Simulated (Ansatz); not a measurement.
# CH₄OTe (SMILES CO[TeH]): single points off equilibrium

One table from this session's results is given with a row withheld; the runs are named, their logs left out.

Program: Ansatz 0.2.0, Gaussian basis. Level of theory: single points in def2-TZVPP. These are calculated values, not measurements.

Correlated methods freeze the cores. Filled d shells of the heavier atoms are correlated. Core potentials replace the inner electrons past krypton, and spin-orbit coupling is left out.

### Where the work starts

SMILES `CO[TeH]`, 7 atoms, charge 0, spin multiplicity 1.

Atoms are counted from 1 here; the program's logs count them from 0.

Bond lengths: C1–O2 1.482 Å, C1–H4 1.021 Å, C1–H5 1.033 Å, C1–H6 1.311 Å, O2–Te3 1.875 Å, Te3–H7 1.568 Å. Angles: O2–C1–H4 122.7°, O2–C1–H5 107.5°, O2–C1–H6 93.3°, H4–C1–H5 127.2°, H4–C1–H6 93.6°, H5–C1–H6 99.3°, C1–O2–Te3 112.0°, O2–Te3–H7 98.3°.

As a file:

```xyz
7
CH4OTe
C    -0.33060    0.62770   -0.41790
O    -0.56350   -0.44020    0.58270
Te    0.45010   -1.97500    0.22080
H    -0.71450    0.59100   -1.36360
H     0.47390    1.18830   -0.09140
H    -1.30760    1.37360    0.03900
H     1.85650   -1.41900    0.63430
```

The first run:

run/in.yaml reads:

```yaml
crystal:
  periodic: [false, false, false]
  atoms:
    - {symbol: C, position_ang: [-0.330600, 0.627700, -0.417900]}
    - {symbol: O, position_ang: [-0.563500, -0.440200, 0.582700]}
    - {symbol: Te, position_ang: [0.450100, -1.975000, 0.220800]}
    - {symbol: H, position_ang: [-0.714500, 0.591000, -1.363600]}
    - {symbol: H, position_ang: [0.473900, 1.188300, -0.091400]}
    - {symbol: H, position_ang: [-1.307600, 1.373600, 0.039000]}
    - {symbol: H, position_ang: [1.856500, -1.419000, 0.634300]}
basis:
  gaussian: {orbitals: def2-TZVPP}
correlation: {method: ccsd_t}
output: {forces: true}
```

No record of the launch command was kept for these runs.

Among the steps run: CCSD(T)/def2-TZVPP; PBE0-D4/def2-TZVPP; wB97M-V/def2-TZVPP; r2SCAN-D4/def2-TZVPP; PBE-D4/def2-TZVPP; BLYP-D4/def2-TZVPP; SPW92/def2-TZVPP.

One table of the session follows, with a row left open; its other results are not shown here.

```
   method  RMS force component (eV/Å)  angle to CCSD(T) forces (°)  dipole (D)
  CCSD(T)                       2.399                    reference        1.52
  PBE0-D4                       2.468                          2.8        1.50
  wB97M-V                       2.435                          1.7        1.52
r2SCAN-D4                       2.409                          2.3        1.50
   PBE-D4                       2.415                          6.4        1.42
  BLYP-D4                       2.413                          8.4        1.44
    SPW92                           ?                            ?           ?
```

Q: Estimate the row for SPW92 from the others.

As computed: RMS force component (eV/Å): 2.422; angle to CCSD(T) forces (°): 6.8; dipole (D): 1.47. In the column «RMS force component (eV/Å)» it lies between PBE-D4 (2.415) and wB97M-V (2.435).
